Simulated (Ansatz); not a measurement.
# B2O (P1) in Ansatz: convergence with wavefunction cutoff

Aim: find how far wavefunction cutoff must go before the results for B2O settle, at PBE. This setting moves, with any that are tied to it; all else stays.

All numbers are computed with Ansatz 0.2.0; they aren't measurements. Logs are shortened: lines on timing, memory, paths and dates and some standing lists are left out, and cuts for length are marked.

## (1) The cell of the first run

The typed cell holds 6 atoms: a = 2.879 Å, b = 2.879 Å, c = 7.052 Å, α = 90.00°, β = 90.00°, γ = 120.00°.

The cell isn't the ideal one: atoms moved at random, drawn with an rms of 0.05 Å.

## (2) With wavefunction cutoff 200 eV

File input.yaml:

```yaml
crystal:
  lattice:
    - [2.879, 0.0, 0.0]
    - [-1.4395, 2.4932871375, 0.0]
    - [0.0, 0.0, 7.052]
  atoms:
    - { symbol: O, position: [0.348208, 0.675753, 0.689016] }
    - { symbol: O, position: [0.678795, 0.349339, 0.30805] }
    - { symbol: B, position: [0.316144, 0.661822, 0.975008] }
    - { symbol: B, position: [0.668873, 0.324258, 0.027737] }
    - { symbol: B, position: [-0.017035, -0.009521, 0.614116] }
    - { symbol: B, position: [0.00215, 0.010137, 0.381062] }
hamiltonian:
  xc: pbe
  pseudopotentials: { kind: paw }
kpoints:
  mp_grid: { grid: [8, 8, 3] }
scf:
  occupations: { method: gaussian, width: 0.05 }
output:
  forces: true
  stress: true
  eigenvalues: true
basis:
  ecutwfc: "200 eV"
```

Potentials or basis: Ansatz PAW.

Started as:

```sh
$ ansatz run input.yaml --threads 2 --pin off --max-ram 5632MiB --backend cpu --events-out ev --progress --plain --runs-dir out
```

Log:

```text
Warning: basis.ecutwfc = 200 eV is below the records' recommended 420 eV, and the density's cutoff is lower with it unless basis.ecutrho_ratio is high enough to keep the records' density cutoff: compare with a run at a higher cutoff
Warning: RAYON_NUM_THREADS=2 ignored (pool sized by the plan → 2); use --threads N
Engine: ansatz 0.2.0, aarch64-unknown-linux-gnu
Pseudopotentials: kind: paw
Pseudopotential: O, paw, valence charge 6, recommended cutoff 420 eV (normal), O.paw.azcp
Pseudopotential: B, paw, valence charge 3, recommended cutoff 420 eV (normal), B.paw.azcp
Functional definition: PBE
  parameter kappa = 0.804
  parameter beta = 0.06672455060314922
  exchange = pbe_x(kappa = kappa, mu = beta*pi^2/3)
  correlation = pbe_c(beta = beta)
Crystal: 6 atoms, lattice volume = 50.620 Å³
Basis set: ecut = 200 eV, 335 PW (Γ), exchange–correlation on 30×30×72 points (8 copies of the dense FFT grid, shifted against one another)
Bands: 18, of which v1, the nominal top of the filled ones, is band 12 counted from 1 (11 counted from 0)
Symmetry: 1 space group operations
Space group: P1 (ITA 1), of the structure as read, at distance tolerance 3.7e-5 Å
k-points: 98 of 192 (time reversal used)
Non-local potential: O, projectors of the file, l = 0: 2, l = 1: 2, l = 2: 1
Non-local potential: B, projectors of the file, l = 0: 2, l = 1: 2, l = 2: 1
PAW form: soft (Blöchl's): semilocal exchange-correlation on the pseudo side does not see the compensation charge
PAW one-centre angular grid: O, 110 points (default); XC on 64 Gauss nodes
PAW one-centre angular grid: B, 110 points (default); XC on 64 Gauss nodes
Initial density: superposition of atomic densities (neutral atoms: chi_scale 0, normalization atom), corrected by the library's trained network
Initial wavefunctions: pseudopotential atomic-orbital guess
Functional: x = pbe(κ = 0.804, μ = 0.2195149727645171), c = pbe(β = 0.06672455060314922)
SCF iter   1: F=—  HF=-1741.635245 eV  |F-HF|=—  |Δ(HF+E_count)|=         —  Δρ=1.21e-1  dr2=3.33e0  ethr=1.77e-3  ⟨swp⟩=4.6  Hψ=7540  notcnv=0
preconditioner: auto → none  [metal: Δε(μ)=0.015 eV  Ē_g=12.912 eV  σ=0.050 eV  W_gap=0.16  n_scr=4 (ndim 8)  ℏωp=25.6 eV  f_vac=0.000  D(μ)=1.70/eV (n_scr^D=4)  sad-step TF]
SCF iter   2: F=—  HF=-1740.883935 eV  |F-HF|=—  |Δ(HF+E_count)|=   7.51e-1  Δρ=6.04e-2  dr2=8.26e-1  ethr=1.77e-3  ⟨swp⟩=2.0  Hψ=4178  notcnv=0  defer=134
SCF iter   3: F=—  HF=-1740.649309 eV  |F-HF|=—  |Δ(HF+E_count)|=   2.35e-1  Δρ=2.42e-3  dr2=2.20e-3  ethr=1.77e-3  ⟨swp⟩=2.1  Hψ=3269  notcnv=0  defer=134
SCF iter   4: F=—  HF=-1740.650172 eV  |F-HF|=—  |Δ(HF+E_count)|=   8.63e-4  Δρ=8.16e-4  dr2=6.55e-4  ethr=9.15e-6  ⟨swp⟩=2.7  Hψ=3559  notcnv=0  defer=127
SCF iter   5: F=—  HF=-1740.650028 eV  |F-HF|=—  |Δ(HF+E_count)|=   1.44e-4  Δρ=2.23e-4  dr2=4.51e-5  ethr=2.73e-6  ⟨swp⟩=2.3  Hψ=2564  notcnv=0  defer=127
SCF iter   6: F=—  HF=-1740.650252 eV  |F-HF|=—  |Δ(HF+E_count)|=   2.24e-4  Δρ=1.29e-4  dr2=3.30e-5  ethr=1.88e-7  ⟨swp⟩=2.3  Hψ=2423  notcnv=0  defer=127
SCF iter   7: F=—  HF=-1740.650246 eV  |F-HF|=—  |Δ(HF+E_count)|=   6.31e-6  Δρ=3.71e-5  dr2=1.38e-6  ethr=1.37e-7  ⟨swp⟩=2.0  Hψ=1957  notcnv=0  defer=127
SCF iter   8: F=-1740.650245 eV  HF=-1740.650246 eV  |F-HF|=8.45e-9  |Δ(HF+E_count)|=   1.02e-7  Δρ=1.10e-5  dr2=4.10e-8  ethr=4.17e-10  ⟨swp⟩=7.8  Hψ=7480  notcnv=0
SCF 1 converged in 8 iterations: F = -1740.650245 eV  dr2 = 4.10e-8
SCF converged after 8 iterations
Free energy (F): -1740.650245 eV
Harris-Foulkes:  -1740.650246 eV  (|F-HF|=8.45e-9)
Internal energy: -1740.647826 eV  (E = F + TS)
E sigma→0 (E₀):  -1740.649036 eV
Entropy (-TS):   -0.002420 eV (-0.403 meV/atom)
Fermi energy:    8.876254 eV
--- Per-component energies (eV) ---
  E_band       = -23.247654
  E_kinetic    = 550.594871
  E_local      = -821.660490  (includes V_loc(G=0)·N_el)
  E_nonlocal   = 114.271366
  E_hartree    = 272.322937
  E_xc         = -279.408487
  E_vxc        = -345.058959  (∫ρ·V_xc dr)
  E_paw        = -615.606225  (= ΣΔE_a)
  E_vpaw       = -66.077138  (= ΣTr[D̂ρ^β])
  E_aug_tail   = 0.036487  (compensation charges beyond the density's cutoff)
  E_ewald      = -961.198284
  E_smearing   = -0.002420  (= −TS)
  E_closure    = 0.000000  (closes the sum)
  Σ components = -1740.650245   (vs F -1740.650245, Δ=0.00e0)
--- Forces (eV/Å), atoms counted from 1 ---
  atom   1  O     -0.64803880    -0.39879571     1.16714813
  atom   2  O     -0.24818417    -0.24994674    -1.33730652
  atom   3  B      0.64728785     0.11837531    -0.22263814
  atom   4  B     -0.60874692    -0.08009218     0.22506810
  atom   5  B      0.63955193     0.47619462     0.92995513
  atom   6  B      0.21812175     0.13426297    -0.76226251
  max |Σ_I F_I| component: 3.58e-5 eV/Å
--- Stress (GPa, compression-positive) ---
      -14.891805       3.613319      -1.148858
        3.613319     -11.893700       0.317360
       -1.148857       0.317363       5.026692
  P = ⅓ Tr σ = -7.2529 GPa (-72.529 kbar)
--- Band table (eV; the first three rows and the last of 98) ---
  k-point 0: bands = ["-15.5953", "-15.0941", "-3.6338", "-0.9920", "0.9277", "1.5784", "1.7000", "1.9535", "2.3437", "5.8882", "7.2232", "9.4129", "10.0266", "10.1848", "11.1097", "11.6058", "11.9703", "14.7614"]
  k-point 1: bands = ["-15.5730", "-15.0992", "-3.2342", "-2.0434", "1.6916", "1.8509", "2.1170", "2.3161", "2.5119", "4.5252", "8.0602", "9.1280", "10.1779", "10.2191", "11.0366", "11.7375", "12.0496", "14.7536"]
  k-point 2: bands = ["-15.4563", "-14.9749", "-3.3893", "-1.0536", "0.7161", "1.2506", "1.3630", "1.6720", "1.9834", "5.9048", "7.7893", "9.2947", "9.6302", "10.2424", "10.5645", "11.6083", "12.3000", "14.5285"]
  k-point 97: bands = ["-14.4382", "-14.2778", "-3.3708", "-2.4700", "0.2643", "0.4092", "0.8802", "1.1347", "2.3530", "3.0530", "4.8420", "7.8187", "8.7464", "10.4335", "11.8940", "13.4237", "13.7307", "14.1540"]
```

Wall time 1.7 s (2 threads of Arm Neoverse V2, shared host); peak memory 0.29 GiB.

Results:

```yaml
Free_energy: -1740.6502 eV
Pressure: -7.3 GPa
Largest_force: 1.393 eV/Å
Band_gap_on_the_k_mesh: none (metal or under the smearing width)
```

## (3) With wavefunction cutoff 250 eV

Changes to input.yaml since step 2:

```diff
@@ -24,2 +24,2 @@
 basis:
-  ecutwfc: "200 eV"
+  ecutwfc: "250 eV"
```

Potentials or basis: Ansatz PAW.

Started as:

```sh
$ ansatz run input.yaml --threads 2 --pin off --max-ram 5632MiB --backend cpu --events-out ev --progress --plain --runs-dir out
```

Run time: 2.2 s. Hardware: 2 threads of Arm Neoverse V2, shared host; peak memory 0.31 GiB.

Results:

```yaml
Free_energy: -1750.3320 eV
Pressure: -20.3 GPa
Largest_force: 1.198 eV/Å
Band_gap_on_the_k_mesh: none (metal or under the smearing width)
```

## (4) With wavefunction cutoff 300 eV

Changes to input.yaml since step 3:

```diff
@@ -24,2 +24,2 @@
 basis:
-  ecutwfc: "250 eV"
+  ecutwfc: "300 eV"
```

Started as:

```sh
$ ansatz run input.yaml --threads 2 --pin off --max-ram 5632MiB --backend cpu --events-out ev --progress --plain --runs-dir out
```

Run time: 2.5 s. Hardware: 2 threads of Arm Neoverse V2, shared host; peak memory 0.32 GiB.

What came out:

- Free energy: -1753.2122 eV
- Pressure: -18.6 GPa
- Largest force: 0.877 eV/Å
- Band gap on the k mesh: none (metal or under the smearing width)

## (5) With wavefunction cutoff 350 eV

Changes to input.yaml since step 4:

```diff
@@ -24,2 +24,2 @@
 basis:
-  ecutwfc: "300 eV"
+  ecutwfc: "350 eV"
```

Started as:

```sh
$ ansatz run input.yaml --threads 2 --pin off --max-ram 5632MiB --backend cpu --events-out ev --progress --plain --runs-dir out
```

It took 3 s on 2 threads of Arm Neoverse V2, shared host; peak memory 0.34 GiB.

What came out:

```yaml
Free_energy: -1754.0816 eV
Pressure: -17.9 GPa
Largest_force: 0.842 eV/Å
Band_gap_on_the_k_mesh: none (metal or under the smearing width)
```

## (6) With wavefunction cutoff 400 eV

Changes to input.yaml since step 5:

```diff
@@ -24,2 +24,2 @@
 basis:
-  ecutwfc: "350 eV"
+  ecutwfc: "400 eV"
```

Potentials or basis: Ansatz PAW.

Started as:

```sh
$ ansatz run input.yaml --threads 2 --pin off --max-ram 5632MiB --backend cpu --events-out ev --progress --plain --runs-dir out
```

Wall time 3.7 s (2 threads of Arm Neoverse V2, shared host); peak memory 0.35 GiB.

It converged, with:

```yaml
Free_energy: -1754.2873 eV
Pressure: -18.1 GPa
Largest_force: 0.848 eV/Å
Band_gap_on_the_k_mesh: none (metal or under the smearing width)
```

## (7) With wavefunction cutoff 450 eV

Changes to input.yaml since step 6:

```diff
@@ -24,2 +24,2 @@
 basis:
-  ecutwfc: "400 eV"
+  ecutwfc: "450 eV"
```

Started as:

```sh
$ ansatz run input.yaml --threads 2 --pin off --max-ram 5632MiB --backend cpu --events-out ev --progress --plain --runs-dir out
```

It took 4.3 s on 2 threads of Arm Neoverse V2, shared host; peak memory 0.38 GiB.

The run converged. Its results:

| Property | Result |
| --- | --- |
| Free energy | -1754.3226 eV |
| Pressure | -18.1 GPa |
| Largest force | 0.850 eV/Å |
| Band gap on the k mesh | none (metal or under the smearing width) |

## (8) With wavefunction cutoff 500 eV

Changes to input.yaml since step 7:

```diff
@@ -24,2 +24,2 @@
 basis:
-  ecutwfc: "450 eV"
+  ecutwfc: "500 eV"
```

Started as:

```sh
$ ansatz run input.yaml --threads 2 --pin off --max-ram 5632MiB --backend cpu --events-out ev --progress --plain --runs-dir out
```

Wall time 4.8 s (2 threads of Arm Neoverse V2, shared host); peak memory 0.4 GiB.

The run converged. Its results:

```
Free energy            : -1754.3263 eV
Pressure               : -18.1 GPa
Largest force          : 0.850 eV/Å
Band gap on the k mesh : none (metal or under the smearing width)
```

## (9) With wavefunction cutoff 600 eV

Changes to input.yaml since step 8:

```diff
@@ -24,2 +24,2 @@
 basis:
-  ecutwfc: "500 eV"
+  ecutwfc: "600 eV"
```

Potentials or basis: Ansatz PAW.

Started as:

```sh
$ ansatz run input.yaml --threads 2 --pin off --max-ram 5632MiB --backend cpu --events-out ev --progress --plain --runs-dir out
```

It took 5.1 s on 2 threads of Arm Neoverse V2, shared host; peak memory 0.38 GiB.

Results (log left out):

| Item | Value |
| --- | --- |
| Free energy | -1754.3275 eV |
| Pressure | -18.1 GPa |
| Largest force | 0.850 eV/Å |
| Band gap on the k mesh | none (metal or under the smearing width) |

## (10) With wavefunction cutoff 800 eV

Changes to input.yaml since step 9:

```diff
@@ -24,2 +24,2 @@
 basis:
-  ecutwfc: "600 eV"
+  ecutwfc: "800 eV"
```

Started as:

```sh
$ ansatz run input.yaml --threads 2 --pin off --max-ram 5632MiB --backend cpu --events-out ev --progress --plain --runs-dir out
```

It took 8.2 s on 2 threads of Arm Neoverse V2, shared host; peak memory 0.46 GiB.

The run converged. Its results:

```yaml
Free_energy: -1754.3288 eV
Pressure: -18.1 GPa
Largest_force: 0.850 eV/Å
Band_gap_on_the_k_mesh: none (metal or under the smearing width)
```

## (11) Summary

```
wavefunction cutoff  energy less the tightest run, at zero smearing (meV/atom)  pressure (GPa)  largest force (eV/Å)  SCF cycles  CPU time (s)  peak memory (GiB)
             200 eV                                                    2279.73           -7.25                 1.393           8           3.3               0.29
             250 eV                                                     666.12          -20.33                 1.198           7           4.2               0.31
             300 eV                                                     186.10          -18.59                 0.877           7           4.9               0.32
             350 eV                                                      41.19          -17.88                 0.842           7           5.9               0.34
             400 eV                                                       6.92          -18.05                 0.848           7           7.2               0.35
             450 eV                                                       1.03          -18.08                 0.850           7           8.5               0.38
             500 eV                                                       0.43          -18.08                 0.850           7           9.5                0.4
             600 eV                                                       0.22          -18.08                 0.850           7            10               0.38
             800 eV                                                       0.00          -18.09                 0.850           7            16               0.46
```

Against the tightest run, the energy stays within 1 meV/atom from 500 eV on; the pressure stays within 0.1 GPa from 400 eV on; the largest force stays within 0.005 eV/Å from 400 eV on. The tightest run that finished is the yardstick and may itself not be fully converged.
